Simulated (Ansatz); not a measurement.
# AsH2+ (singlet): wave-function methods side by side at angle H2–As1–H3 = 108.6°, cc-pVDZ

Aim: climb from Hartree-Fock through coupled cluster and multireference methods for AsH2+ (singlet) at one geometry and basis, and see what each rung misses.

Method: cc-pVDZ, core rule «outside noble gas», up to 14 orbitals frozen; program: Ansatz 0.2.0, Gaussian basis.

The runs, in order: UHF; CCSD(T) on RHF; CCSD(T) on UHF; BCCD(T) on RHF; CISD; CCSDT(Q) on RHF; CCSDT(Q) on UHF; CCSDTQ on RHF; CASSCF and MRCISD+Q, 2 electrons in 2 orbitals; CASSCF and NEVPT2, 2 electrons in 2 orbitals; CASSCF and MRCISD+Q, 6 electrons in 6 orbitals; CASSCF and NEVPT2, 6 electrons in 6 orbitals; Full CI.

11 further runs of the same task are left out: 8 that didn't finish, 3 set aside as unsound or not needed.

### 1 What is computed

The geometry derives from a PBE0/def2-TZVP stationary point (not a proven minimum). One angle is set to the value named; bond lengths are kept. No spin-orbit coupling is included. The filled d shell of As may be among the frozen orbitals whatever the setting's name suggests; the logs give the count.

3 atoms, charge 1, spin multiplicity 1.

Atoms are counted from 1 here; the program's logs count them from 0.

Bond lengths: As1–H2 1.530 Å, As1–H3 1.530 Å. Angles: H2–As1–H3 108.6°.

### 2 UHF

Input file in.yaml:

```yaml
crystal:
  periodic: [false, false, false]
  atoms:
    - {symbol: As, position_ang: [0.000000, -0.023392, 0.000000]}
    - {symbol: H, position_ang: [0.000000, 0.869398, -1.242445]}
    - {symbol: H, position_ang: [0.000000, 0.869394, 1.242448]}
basis:
  gaussian: {orbitals: cc-pVDZ}
total_charge: 1
magnetization: {spin_polarized: true, initial_magnetization: 0}
hamiltonian: {xc: hf}
output: {orbitals: {seedname: orbitals}}
```

On the command line:

```console
$ ansatz run in.yaml --threads 1 --pin off --events-out ev --progress --plain --max-ram 2393MiB
```

After this run come: CCSD(T) on RHF; CCSD(T) on UHF; BCCD(T) on RHF; CISD; CCSDT(Q) on RHF; CCSDT(Q) on UHF; CCSDTQ on RHF; CASSCF and MRCISD+Q, 2 electrons in 2 orbitals; CASSCF and NEVPT2, 2 electrons in 2 orbitals; CASSCF and MRCISD+Q, 6 electrons in 6 orbitals; CASSCF and NEVPT2, 6 electrons in 6 orbitals; Full CI.

Q: Predict the results of all the runs planned. Wanted: FCI below the RHF energy; RMP2 from FCI; UMP2 from FCI; RCCSD from FCI; RCCSD(T) from FCI; UCCSD(T) from FCI; RCCSDT(Q) from FCI; UCCSDT(Q) from FCI; NEVPT2 pair from FCI.

As calculated:

```
                         quantity                                                                                         value
         FCI below the RHF energy                                                                                    -3.2170 eV
                    RMP2 from FCI                                                                                  +78.6 kJ/mol
                    UMP2 from FCI                                                                                  +88.2 kJ/mol
                   RCCSD from FCI                                                                                   +7.4 kJ/mol
                RCCSD(T) from FCI                                                                                   +1.7 kJ/mol
                UCCSD(T) from FCI                                                                                   +2.8 kJ/mol
               RCCSDT(Q) from FCI                                                                                   +0.1 kJ/mol
               UCCSDT(Q) from FCI                                                                                   +0.4 kJ/mol
             NEVPT2 pair from FCI                                                                                  +71.0 kJ/mol
          NEVPT2 valence from FCI                                                                                  +46.9 kJ/mol
        MRCISD+Q valence from FCI                                                                                   +0.3 kJ/mol
levels within 1 kcal/mol (43 meV)  RCCSD(T), UCCSD(T), BCCD(T), RCCSDT, UCCSDT, RCCSDT(Q), UCCSDT(Q), RCCSDTQ, MRCISD+Q valence
                    T1 diagnostic                                                                                         0.012
   effectively unpaired electrons                                                                                          0.07
```

**Reading.** RCCSD(T) misses by +1.7 kJ/mol, 0.6 % of the correlation energy. One determinant dominates. Of the multireference levels listed MRCISD+Q valence comes nearest in total energy (+0.3 kJ/mol), which doesn't show that its space is the better one. These misses are within one basis, not against nature.
